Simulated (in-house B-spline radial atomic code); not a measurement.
# Si¹⁰⁺: ionisation energy by several methods

Aim: the ionisation energy of Si¹⁰⁺ by several methods, each as the difference of two self-consistent energies (Si¹⁰⁺ and the next ion, [He] 2s1).

Program: in-house B-spline radial atomic code version 1. Level of theory: scalar-relativistic (X2C), several functionals, spin-polarised; spherical all-electron atom at the radial basis limit. These are calculated values, not measurements, unless marked.

## (1) Starting point

```
element       : silicon (Z = 14)
charge        : +10
electrons     : 4
configuration : [He] 2s2
nucleus       : Fermi, rms radius 3.122 fm
```

Outer shells as boxes (Hund's rule):

[He] 2s2
```
[He] core
2s [↑↓]
```

Where spins are not typed, each open shell is filled with up spins first.

## (2) CAM-B3LYP

Input settings:

```ini
Z = 14
electrons = 4.0
configuration = [He] 2s2
hamiltonian = x2c
method = camb3lyp
spin_polarised = True
nucleus = fermi
rms_radius = 3.1224
mass_number = 28
atomic_mass = 27.97692653442
speed_of_light = 137.035999084
```

## (3) exchange-only LDA

Changes to the settings of step 2:

```diff
@@ -4,3 +4,3 @@
 hamiltonian = x2c
-method = camb3lyp
+method = lda,
 spin_polarised = True
```

## (4) PBE

Changes to the settings of step 3:

```diff
@@ -4,3 +4,3 @@
 hamiltonian = x2c
-method = lda,
+method = pbe,pbe
 spin_polarised = True
```

## (5) BHandHLYP

Changes to the settings of step 4:

```diff
@@ -4,3 +4,3 @@
 hamiltonian = x2c
-method = pbe,pbe
+method = bhandhlyp
 spin_polarised = True
```

## (6) HSE06

Changes to the settings of step 5:

```diff
@@ -4,3 +4,3 @@
 hamiltonian = x2c
-method = bhandhlyp
+method = hse06
 spin_polarised = True
```

## (7) ωB97X

Changes to the settings of step 6:

```diff
@@ -4,3 +4,3 @@
 hamiltonian = x2c
-method = hse06
+method = wb97x
 spin_polarised = True
```

## (8) PBEsol

Changes to the settings of step 7:

```diff
@@ -4,3 +4,3 @@
 hamiltonian = x2c
-method = wb97x
+method = pbesol
 spin_polarised = True
```

## (9) SCAN

Changes to the settings of step 8:

```diff
@@ -4,3 +4,3 @@
 hamiltonian = x2c
-method = pbesol
+method = scan,scan
 spin_polarised = True
```

Q: The tabulated ionisation energy is 476.273 ± 0.019 eV (semi-empirical; NIST Atomic Spectra Database). What does each method give, and which comes nearest?

**Answer**, as computed:

| method | rung | total energy (hartree) | ΔSCF (eV) | −ε highest (eV) | ΔSCF less tabulated (eV) |
| --- | --- | --- | --- | --- | --- |
| exchange-only LDA | LDA | -223.0251 | 469.56 | 450.69 (2s up) | -6.72 |
| PBE | GGA | -224.4032 | 473.86 | 454.27 (2s up) | -2.41 |
| PBEsol | GGA | -223.9650 | 472.79 | 453.49 (2s up) | -3.48 |
| SCAN | meta-GGA | -224.4593 | 472.36 | 455.42 (2s up) | -3.91 |
| BHandHLYP | global hybrid | -224.5216 | 473.31 | 463.73 (2s up) | -2.96 |
| CAM-B3LYP | range-separated hybrid | -224.4818 | 473.54 | 460.18 (2s up) | -2.74 |
| HSE06 | range-separated hybrid | -224.4359 | 473.63 | 458.57 (2s up) | -2.64 |
| ωB97X | range-separated hybrid | -224.6362 | 471.44 | 461.18 (2s up) | -4.83 |

What this shows: Against the tabulated ionisation energy, 476.273 ± 0.019 eV (semi-empirical; NIST Atomic Spectra Database), the best here is PBE (-2.41 eV) and the worst exchange-only LDA (-6.72 eV, or 1.4 %). Mean absolute error by rung (exchange-only levels left out): GGA 2.95 eV, meta-GGA 3.91 eV, global hybrid 2.96 eV, range-separated hybrid 3.40 eV. Relativistic terms that these runs lack can be as large as the gaps between close methods, so the nearest may be so by luck. For the semilocal functionals minus the highest level recovers only 96 % of their own ΔSCF value, a mark of self-interaction.
